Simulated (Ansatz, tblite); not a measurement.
## A script for Al$_{2}$GaP$_{3}$ (GFN2-xTB)

These are simulated results from tblite 0.8.0, not measurements. The cell was built from a prototype and was relaxed with r2SCAN in plane waves (Ansatz 0.2.0). It may be hypothetical. All runs are without spin polarisation.

Space group P3m1 (No. 156), trigonal; conventional cell a = 3.868 Å, c = 9.474 Å, 20.46 Å³ an atom. Al has 4 P at 2.37 Å; Ga has 4 P at 2.37 Å; P has 4 Al at 2.37 Å; P has 1 Ga at 2.37 Å and 3 Al at 2.37 Å; P has 1 Al at 2.37 Å and 3 Ga at 2.37 Å.

tblite solves periodic systems at the zone centre alone, so the script builds a cluster of 3×3×1 conventional cells (54 atoms), which folds in a coarse mesh of k points.

The script, run.py:

```python
import json
from ase import Atoms
from ase.build import make_supercell
from ase.units import Bohr, GPa, Hartree
from tblite.interface import Calculator

atoms = Atoms(['Al', 'Al', 'Ga', 'P', 'P', 'P'],
              cell=[[3.86830544, 0.0, 0.0], [-1.93415272, 3.35005078, 0.0], [0.0, 0.0, 9.4738398]],
              scaled_positions=[[0.0, 0.0, 0.000189659], [0.666666667, 0.333333333, 0.666120783], [0.333333333, 0.666666667, 0.333509164], [0.666666667, 0.333333333, 0.916754064], [0.333333333, 0.666666667, 0.583243586], [0.0, 0.0, 0.250182745]],
              pbc=True)
cluster = make_supercell(atoms, [[3, 0, 0], [0, 3, 0], [0, 0, 1]])
calc = Calculator('GFN2-xTB', cluster.numbers, cluster.positions / Bohr, lattice=cluster.cell[:] / Bohr, periodic=cluster.pbc)
calc.set('temperature', 0.02 / Hartree)
calc.set('max-iter', 150)
res = calc.singlepoint()
levels = res.get('orbital-energies') * Hartree
nv = round(res.get('orbital-occupations').sum() / 2)
cells = len(cluster) // len(atoms)
out = {'energy_per_cell': res.get('energy') * Hartree / cells, 'homo': levels[nv - 1], 'lumo': levels[nv],
       'stress': (-res.get('virial') * Hartree / cluster.get_volume() / GPa).tolist(), 'charges': res.get('charges')[:len(atoms)].tolist(), 'electrons': 2 * nv / cells}
json.dump(out, open('results.json', 'w'))
for key, value in out.items():
    print(key, value)
```

Command: `python run.py`. It took 5.8 s on 1 thread of Arm Neoverse V1, on a shared host, peak memory 0.12 GiB.

Output:

```
------------------------------------------------------------
  cycle        total energy    energy error   density error
------------------------------------------------------------
      1     -96.43664906818  -9.7089945E+01   3.9910339E-01
      2     -98.88121026935  -2.4445612E+00   2.7686140E-01
      3     -98.93761348970  -5.6403220E-02   3.3817484E-01
      4     -99.49549256970  -5.5787908E-01   2.4074400E-01
      5     -99.54473202763  -4.9239458E-02   1.4792492E-01
      6     -99.53565947097   9.0725567E-03   1.6778395E-01
      7     -99.60678898591  -7.1129515E-02   1.2629990E-01
      8     -99.62219274932  -1.5403763E-02   7.9446517E-02
      9     -99.66311360381  -4.0920854E-02   3.2446113E-02
     10     -99.66820936968  -5.0957659E-03   1.3396645E-02
     11     -99.66940375610  -1.1943864E-03   4.7313895E-03
     12     -99.66962255875  -2.1880265E-04   5.5998755E-04
     13     -99.66962095878   1.5999680E-06   5.2275345E-04
     14     -99.66962425780  -3.2990145E-06   2.2535516E-04
     15     -99.66962474649  -4.8869451E-07   1.5186036E-04
     16     -99.66962478655  -4.0058808E-08   8.7715616E-05
     17     -99.66962479648  -9.9267794E-09   6.3725160E-05
     18     -99.66962481672  -2.0241515E-08   4.6678050E-05
     19     -99.66962482965  -1.2935018E-08   2.5315137E-05
     20     -99.66962483055  -9.0055607E-10   1.7262607E-05
------------------------------------------------------------

 total:                                   5.183 sec
energy_per_cell -301.3498484631166
homo -10.09763087779763
lumo -7.420845025964156
stress [[3.784697314176993, -3.490750606778646e-06, 7.088360666662438e-07], [-3.4907506068896157e-06, 3.7846952874949573, -1.1870377463263643e-06], [7.088360666289212e-07, -1.1870377462209362e-06, 2.9717647514633976]]
charges [0.3956760596858264, 0.3771702441149851, 0.07293513208556923, -0.2815032972563178, -0.23006259575443508, -0.334216469341644]
electrons 24.0
```

The cycle table is in hartree for the whole cluster, and the lines after it are in eV (the energy for one cell). The printed stress is in GPa and positive in compression, and the pressure is its mean diagonal.

GFN2-xTB gives a gap of 2.68 eV. On the same cell, plane-wave PBE (Ansatz, 12×12×4 k points and the special points) gives a gap of 1.57 eV and r2SCAN a gap of 1.88 eV; on shared hosts these took about 25 and 61 core-seconds on the 6-atom cell, against 5.8 for the script. Semilocal gaps usually lie below measured ones. xTB was fitted to molecules, so gaps, charges and pressures of solids can be far off, and the gap also depends on the size of the cluster.

The same script was run on cells scaled at fixed shape and fractional coordinates:

```json
{"volume (Å³/atom)": "18.01", "energy (meV/atom)": "151.4", "pressure (GPa, positive in compression)": "18.07", "gap (eV)": "2.66"}
{"volume (Å³/atom)": "19.23", "energy (meV/atom)": "48.0", "pressure (GPa, positive in compression)": "9.40", "gap (eV)": "2.72"}
{"volume (Å³/atom)": "20.46", "energy (meV/atom)": "0.0", "pressure (GPa, positive in compression)": "3.51", "gap (eV)": "2.68"}
{"volume (Å³/atom)": "21.69", "energy (meV/atom)": "-10.9", "pressure (GPa, positive in compression)": "-0.53", "gap (eV)": "2.59"}
{"volume (Å³/atom)": "22.92", "energy (meV/atom)": "5.1", "pressure (GPa, positive in compression)": "-3.59", "gap (eV)": "2.24"}
```

A Birch-Murnaghan fit puts the minimum at 21.49 Å³/atom, 5.0 % above the given cell, with a bulk modulus of 62.9 GPa at fixed shape.

xTB was fitted mostly to molecules, and a small cluster samples few k points, so gaps, pressures and kinks along a curve can be far from a solid's.

The runs are scalar-relativistic, without spin-orbit coupling.
